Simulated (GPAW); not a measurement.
InRu3:

```
CELL_PARAMETERS angstrom
5.62821 0.00000 0.00000
-2.81410 4.87417 0.00000
0.00000 0.00000 4.53300
ATOMIC_POSITIONS crystal
In 0.33333 0.66667 0.75000
In 0.66667 0.33333 0.25000
Ru 0.83476 0.16524 0.75000
Ru 0.33048 0.16524 0.75000
Ru 0.83476 0.66952 0.75000
Ru 0.16524 0.83476 0.25000
Ru 0.66952 0.83476 0.25000
Ru 0.16524 0.33048 0.25000
```

The cell comes from a database or a generator and needn't be the stable form of this composition.

Base run:

* Program: GPAW 26.7.0
* Functional: PBEsol
* Potentials or basis: PAW data sets generated in the run's folder for this functional
* Cutoff: 600 eV
* Basis: pw
* k mesh: 4 × 4 × 4
* Occupations: fermi-dirac, width 0.05 eV
* Spin: no spin polarisation

Its results: pressure -10.8 GPa; largest force 0.238 eV/Å.

Problem. The run is repeated on the same cell with these changes: functional from PBEsol to LDA; potentials or basis from PAW data sets generated in the run's folder for this functional to the program's PAW data sets (release 1.2.1) made for this functional. What comes out?

Solution. Pressure -16.0 GPa; largest force 0.253 eV/Å.

Not every run made on this cell is shown here.
